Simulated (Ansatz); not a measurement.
Crystal: AlSn.

```xyz
2
Lattice="4.1981 0.0000 0.0000 -2.0991 3.6357 0.0000 0.0000 0.0000 3.3068" Properties=species:S:1:pos:R:3 pbc="T T T"
Sn    0.0000    2.4238    1.6534
Al    0.0000    0.0000    0.0000
```

The cell comes from a database or a generator and needn't be the stable form of this composition.

- Program: Ansatz 0.2.0
- Task: relaxation of cell and atoms
- Functional: LDA
- Potentials or basis: Ansatz PAW
- Cutoff: 420 eV (not typed: the program's choice for these potentials)
- k mesh: 7 × 7 × 8
- Occupations: fermi-dirac, width 0.05 eV
- Spin: no spin polarisation

At the start: volume 25.24 Å³/atom.

Q: How do energy, volume and symmetry change on relaxing?

A: It ends after 6 steps and the volume is 23.76 Å³/atom (-5.8 %); space group P-6m2 (No. 187, to 0.05 Å).

The path:
| step | energy change (eV) | largest force (eV/Å) | volume (Å³) |
| --- | --- | --- | --- |
| 1 | 0.0000 | 0.0000 | 50.47 |
| 2 | -0.0256 | 0.0000 | 46.45 |
| 3 | -0.0300 | 0.0000 | 47.63 |
| 4 | -0.0301 | 0.0000 | 47.54 |
| 5 | -0.0301 | 0.0000 | 47.52 |
| 6 | -0.0296 | 0.0000 | 47.52 |

Final structure:
```xyz
2
Lattice="4.1036 0.0000 0.0000 -2.0518 3.5538 0.0000 0.0000 0.0000 3.2586" Properties=species:S:1:pos:R:3 pbc="T T T"
Sn    0.0000    2.3692    1.6293
Al    0.0000    0.0000    0.0000
```

Caveat: the plane-wave basis is chosen anew once the cell has moved, so the energies of steps on either side of that aren't comparable; the PAW data sets come from PBE, with cores solved anew for the run's functional, which leaves a small shift of forces and pressure.
